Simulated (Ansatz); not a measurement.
**C₁₀H₂₂S: up Jacob's ladder to CCSD(T)**

The task here is to estimate one member of a computed series from the others.

Program: Ansatz 0.2.0, Gaussian basis. Level of theory: functionals in def2-TZVPP, the program's frozen cores in correlated methods. These are calculated values, not measurements.

Plan: PBE-D4, r2SCAN-D4, PBE0-D4, B3LYP-D4, ωB97X-V, ωB97M-V, B2PLYP; CCSD(T)/def2-TZVPP; MP2/def2-QZVPP; extrapolation to the limit.

**The relaxed structure**

All runs share one geometry, relaxed beforehand with PBE0-D4 in a triple-zeta def2 set.

SMILES `CCCCCCCCCCS`, 33 atoms, charge 0, spin multiplicity 1.

Atoms are counted from 1 here; the program's logs count them from 0.

Bond lengths: C1–C2 1.520 Å, C1–H12 1.093 Å, C1–H13 1.093 Å, C1–H14 1.094 Å, C2–C3 1.525 Å, C2–H15 1.095 Å, C2–H16 1.095 Å, C3–C4 1.527 Å, C3–H17 1.097 Å, C3–H18 1.097 Å, C4–C5 1.530 Å, C4–H19 1.095 Å, C4–H20 1.095 Å, C5–C6 1.526 Å, C5–H21 1.096 Å, C5–H22 1.096 Å, C6–C7 1.520 Å, C6–H23 1.094 Å and more. Angles: C2–C1–H12 112.0°, C2–C1–H13 111.3°, C2–C1–H14 111.0°, H12–C1–H13 107.4°, H12–C1–H14 107.3°, H13–C1–H14 107.7°, C1–C2–C3 114.1°, C1–C2–H15 109.0°, C1–C2–H16 109.9°, C3–C2–H15 108.1°, C3–C2–H16 110.0°, H15–C2–H16 105.5°, C2–C3–C4 116.9°, C2–C3–H17 108.3°, C2–C3–H18 108.6°, C4–C3–H17 108.2°, C4–C3–H18 108.3°, H17–C3–H18 105.9° and more.

The first run:

Input file in.yaml:

```yaml
crystal:
  periodic: [false, false, false]
  atoms:
    - {symbol: C, position_ang: [-1.054812, -0.016189, -2.807017]}
    - {symbol: C, position_ang: [-2.268989, 0.681023, -2.216061]}
    - {symbol: C, position_ang: [-3.039323, -0.161847, -1.205924]}
    - {symbol: C, position_ang: [-2.277314, -0.620641, 0.034771]}
    - {symbol: C, position_ang: [-1.796486, 0.496581, 0.963388]}
    - {symbol: C, position_ang: [-0.420934, 1.083863, 0.660055]}
    - {symbol: C, position_ang: [0.727873, 0.111804, 0.877018]}
    - {symbol: C, position_ang: [2.082325, 0.740044, 0.589852]}
    - {symbol: C, position_ang: [3.276875, -0.204409, 0.629528]}
    - {symbol: C, position_ang: [3.527983, -0.881485, 1.974252]}
    - {symbol: S, position_ang: [2.799424, -2.528282, 2.202674]}
    - {symbol: H, position_ang: [-0.300689, -0.237890, -2.047976]}
    - {symbol: H, position_ang: [-0.577008, 0.600650, -3.571726]}
    - {symbol: H, position_ang: [-1.336388, -0.964669, -3.273957]}
    - {symbol: H, position_ang: [-2.954063, 0.951481, -3.026708]}
    - {symbol: H, position_ang: [-1.967803, 1.629214, -1.758992]}
    - {symbol: H, position_ang: [-3.422862, -1.051329, -1.720450]}
    - {symbol: H, position_ang: [-3.921970, 0.401325, -0.880202]}
    - {symbol: H, position_ang: [-1.435412, -1.256631, -0.257399]}
    - {symbol: H, position_ang: [-2.948108, -1.275526, 0.599730]}
    - {symbol: H, position_ang: [-2.540766, 1.301602, 0.960140]}
    - {symbol: H, position_ang: [-1.775395, 0.117990, 1.991961]}
    - {symbol: H, position_ang: [-0.379984, 1.459770, -0.366639]}
    - {symbol: H, position_ang: [-0.263720, 1.957329, 1.303930]}
    - {symbol: H, position_ang: [0.600727, -0.773824, 0.244057]}
    - {symbol: H, position_ang: [0.691211, -0.242844, 1.914395]}
    - {symbol: H, position_ang: [2.048249, 1.204978, -0.402508]}
    - {symbol: H, position_ang: [2.251141, 1.561442, 1.297661]}
    - {symbol: H, position_ang: [4.169778, 0.375710, 0.370875]}
    - {symbol: H, position_ang: [3.175839, -0.973587, -0.142438]}
    - {symbol: H, position_ang: [4.594936, -1.076945, 2.103562]}
    - {symbol: H, position_ang: [3.227688, -0.236454, 2.803822]}
    - {symbol: H, position_ang: [1.507957, -2.172224, 2.156325]}
basis:
  gaussian: {orbitals: def2-TZVPP}
hamiltonian: {xc: pbe, dispersion: d4}
output: {forces: true, orbitals: {seedname: orbitals}}
```

The run is started by

```sh
> ansatz run in.yaml --threads 11 --pin off --events-out ev --progress --plain --max-ram 166912MiB --backend cuda --devices 0, --max-vram 75GiB
```

Steps of the session up to this table: PBE-D4 (GGA); r2SCAN-D4 (meta-GGA); PBE0-D4 (hybrid); B3LYP-D4 (hybrid); ωB97X-V (range-separated); ωB97M-V (range-separated); B2PLYP (double hybrid); CCSD(T) in def2-TZVPP; MP2 in def2-QZVPP.

One table of the session follows, with a row left open; its other results are not shown here.

It belongs to the step «Atomisation energies». 

```
            method  atomisation energy (kJ/mol)
            PBE-D4                      13289.8
         r2SCAN-D4                      13082.4
           PBE0-D4                            ?
          B3LYP-D4                      13056.2
           ωB97X-V                      13082.0
           ωB97M-V                      13096.8
            B2PLYP                      12912.1
     HF/def2-TZVPP                       9847.1
    MP2/def2-TZVPP                      12899.5
   CCSD/def2-TZVPP                      12625.0
CCSD(T)/def2-TZVPP                      12782.4
           MP2/CBS                      13170.6
       CCSD(T)/CBS                      13053.6
```

**Question.** Estimate the row for PBE0-D4.

The run gave: atomisation energy (kJ/mol): 13160.0. In the column «atomisation energy (kJ/mol)» it lies between ωB97M-V (13096.8) and MP2/CBS (13170.6).

Limits of these values: Free atoms (10 C, 1 S, 22 H) were run apart at each level; the atomisation energy is their sum less the molecule, without zero-point or spin-orbit terms.
